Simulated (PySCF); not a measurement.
# A diatomic session: AsF+

One table from this session's results is given with a row withheld; the runs are named, their logs left out.

Method: As pcseg-1, F pcseg-1, no relativity; program: PySCF 2.14.0.

Set-up of the first run:

Settings of the job:

* atoms: As, F
* charge: 1
* basis: As pcseg-1, F pcseg-1
* Hamiltonian: no relativity
* basis functions: 41
* electrons treated: 41
* masses in u: 74.9216, 18.9984
* levels: PBE0, PBE, r²SCAN, LDA, BHandHLYP, M06, CAM-B3LYP, HF, MP2, SCS-MP2, CCSD, CCSD(T)
* grid: 80 radial by 434 angular points
* occupations: held fixed by the projection of orbital angular momentum
* dissociation limit: As+ + F, each in its ground configuration
* starting distance in angstrom: 1.890
* values of 2S to try: 1, 3

Started as:

```sh
$ OMP_NUM_THREADS=1 python dia.py task.json out
```

Among the steps run: Input; First curve: PBE0; Higher solutions at PBE0; PBE; r²SCAN (meta-GGA); LDA (local density); BHandHLYP (global hybrid GGA); M06 (hybrid meta-GGA); CAM-B3LYP (range-separated hybrid); UHF (mean field); MP2 and coupled cluster.

One of the session's tables, all rows but one given; the rest of the session is left out.

```
      level  ωe (%)
        UHF    +8.6
    UHF-MP2    +2.5
UHF-SCS-MP2       ?
   UHF-CCSD    +2.2
        LDA    +1.5
        PBE    -2.7
     r²SCAN    +1.1
       PBE0    +2.9
        M06    +1.8
  BHandHLYP    +6.0
  CAM-B3LYP    +4.4
```

**Question.** Estimate the row for UHF-SCS-MP2.

**Answer.** ωe (%): +1.9. In the column «ωe (%)» it lies between M06 (+1.8) and UHF-CCSD (+2.2).

Time per point (s) on 1 thread of Intel Xeon 6975P-C, shared host (CPU time, shared integrals of 0.1 s apart; correlated levels include their reference; CCSD comes with the CCSD(T) run); the times are rough: UHF 0.06, UHF-MP2 0.09, UHF-SCS-MP2 0.09, LDA 0.14, PBE 0.29, r²SCAN 0.4, PBE0 0.49, M06 0.39, BHandHLYP 0.25, CAM-B3LYP 0.53; the reference 1.3.

Cheap and still within 10 mÅ and 2.5 % of CCSD(T): UHF-SCS-MP2 (0.09 s), against 1.3 s for the dearest run.

Limits of these values: Lowest PBE0 solution found, without spin–orbit coupling: ²Π (doublet), unpaired electrons π ↑. At some levels the lowest empty orbital lies below the highest filled one (the two can be of opposite spin). Warnings in the runs' records: inverted.
